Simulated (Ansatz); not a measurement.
**FGe2H5S: ladder of methods at one geometry, by script**

How do the methods compare on FGe2H5S, in result and in cost? Wanted for FGe2H5S: a ladder of methods at one geometry. SMILES: [F][GeH]([SH])[GeH3].

Program: Ansatz 0.2.0 through its Python package. The levels of theory stand in the script. These are calculated values, not measurements.

## 1. Starting point

Bond lengths: F1–Ge2 1.728 Å, Ge2–S3 2.229 Å, Ge2–Ge4 2.440 Å, Ge2–H5 1.538 Å, S3–H6 1.443 Å, Ge4–H7 1.560 Å, Ge4–H8 1.540 Å, Ge4–H9 1.497 Å. Angles: F1–Ge2–S3 110.8°, F1–Ge2–Ge4 110.0°, F1–Ge2–H5 108.7°, S3–Ge2–Ge4 109.0°, S3–Ge2–H5 110.4°, Ge4–Ge2–H5 107.9°, Ge2–S3–H6 91.5°, Ge2–Ge4–H7 107.0°, Ge2–Ge4–H8 108.2°, Ge2–Ge4–H9 108.4°, H7–Ge4–H8 108.7°, H7–Ge4–H9 112.4°, H8–Ge4–H9 112.0°.

fge2h5s.xyz, read by the script:

```xyz
9

F    -2.27890   -0.81480    0.60460
Ge   -0.76980    0.01160    0.76590
S    -1.04460    2.21280    0.54310
Ge    0.79490   -0.77030   -0.93500
H    -0.17320   -0.31610    2.14510
H     0.36970    2.44560    0.70970
H     0.15330   -0.45650   -2.32220
H     0.93870   -2.29640   -0.79060
H     2.09840   -0.06210   -0.73760
```

## 2. Script

fge2h5s.py

```python
"""FGe2H5S at several levels of theory."""

import argparse
import logging
import sys
import warnings

import ansatz as az

logging.basicConfig(stream=sys.stdout, format="%(name)s: %(message)s")
log = logging.getLogger("run")
log.setLevel(logging.INFO)

parser = argparse.ArgumentParser(description="FGe2H5S at several levels of theory.")
parser.add_argument("--basis-set", required=True, help="basis")
args = parser.parse_args()


def main() -> None:
    warnings.simplefilter("ignore", az.DeckWarning)

    system = az.Crystal.molecule_from_extxyz("fge2h5s.xyz")

    base = system.calculation().basis(gaussian=args.basis_set)

    methods = ["mp2", "ccsd", "ccsd_t"]
    reports = [base.correlation(m).run(threads=1, backend="cpu").report for m in methods]
    log.info(f"Hartree-Fock reference {reports[0]['reference_energy_ev'] / 27.211386246:.6f} Ha")
    best = reports[-1]["free_energy_ev"] - reports[-1]["reference_energy_ev"]
    for method, each in zip(methods, reports):
        gained = each["free_energy_ev"] - each["reference_energy_ev"]
        log.info(f"{method:8s} total {each['free_energy_ev'] / 27.211386246:.6f} Ha  correlation {gained:9.4f} eV  ({100 * gained / best:.1f} % of the last)")


if __name__ == "__main__":
    main()
```

## 3. What the engine is handed

The engine receives this input (first run):

```yaml
crystal:
  periodic: [false, false, false]
  atoms:
    - { symbol: F, position_ang: [-2.2789, -0.8148, 0.6046] }
    - { symbol: Ge, position_ang: [-0.7698, 0.0116, 0.7659] }
    - { symbol: S, position_ang: [-1.0446, 2.2128, 0.5431] }
    - { symbol: Ge, position_ang: [0.7949, -0.7703, -0.935] }
    - { symbol: H, position_ang: [-0.1732, -0.3161, 2.1451] }
    - { symbol: H, position_ang: [0.3697, 2.4456, 0.7097] }
    - { symbol: H, position_ang: [0.1533, -0.4565, -2.3222] }
    - { symbol: H, position_ang: [0.9387, -2.2964, -0.7906] }
    - { symbol: H, position_ang: [2.0984, -0.0621, -0.7376] }
basis:
  gaussian:
    orbitals: def2-SVP
correlation:
  method: mp2
```

## 4. Running it

Run with:

```
$ python fge2h5s.py --basis-set def2-SVP
```

Log:

```text
run: Hartree-Fock reference -4649.931679 Ha
run: mp2      total -4650.713105 Ha  correlation  -21.2637 eV  (94.0 % of the last)
run: ccsd     total -4650.742121 Ha  correlation  -22.0532 eV  (97.5 % of the last)
run: ccsd_t   total -4650.763217 Ha  correlation  -22.6273 eV  (100.0 % of the last)
```

Run time: 32 s. Hardware: 1 thread of Intel Xeon 6975P-C (Granite Rapids), shared host; peak memory 0.69 GiB.

## 5. Inputs of later runs

The engine's inputs for the other runs:

Run 2, against run 1:

```diff
@@ -17 +17 @@
-  method: mp2
+  method: ccsd
```

Run 3, against run 1:

```diff
@@ -17 +17 @@
-  method: mp2
+  method: ccsd_t
```

Lines on the test bed's own set-up are left out of the output.

A comment line of the script is reworded here; the code is as run.

## 6. Run by run

The 3 runs, in the order started:

```tsv
run	method	energy (eV)	iterations in all	CPU time (s)
1	mp2	-126552.3506	11	2.4
2	ccsd	-126553.1402	17	9.9
3	ccsd_t	-126553.7142	17	19
```

Correlation energies (total less mean field):

```tsv
method	correlation (eV)	share of the last	miss against the last (eV)	CPU time (s)
mp2	-21.264	94.0 %	+1.364	2.4
ccsd	-22.053	97.5 %	+0.574	9.9
ccsd_t	-22.627	100.0 %	+0.000	19
```

## 7. What came out

| quantity | value |
| --- | --- |
| runs compared | 3 |
| correlation energy, last run | -22.627 eV |

mp2 catches 94 % of the correlation energy of ccsd_t. In CPU time, run 3 (ccsd_t) cost about 8 times as much as run 1 (mp2). Caveats:
- The geometry is a force-field or estimated start, not a minimum of this method, and the basis set is short of its limit. A lower total doesn't mark the better method: functionals have no common bound, and MP2 and coupled cluster aren't variational.
- Inner cores stay frozen; a filled d shell under the valence of the heavier atoms is correlated with it.
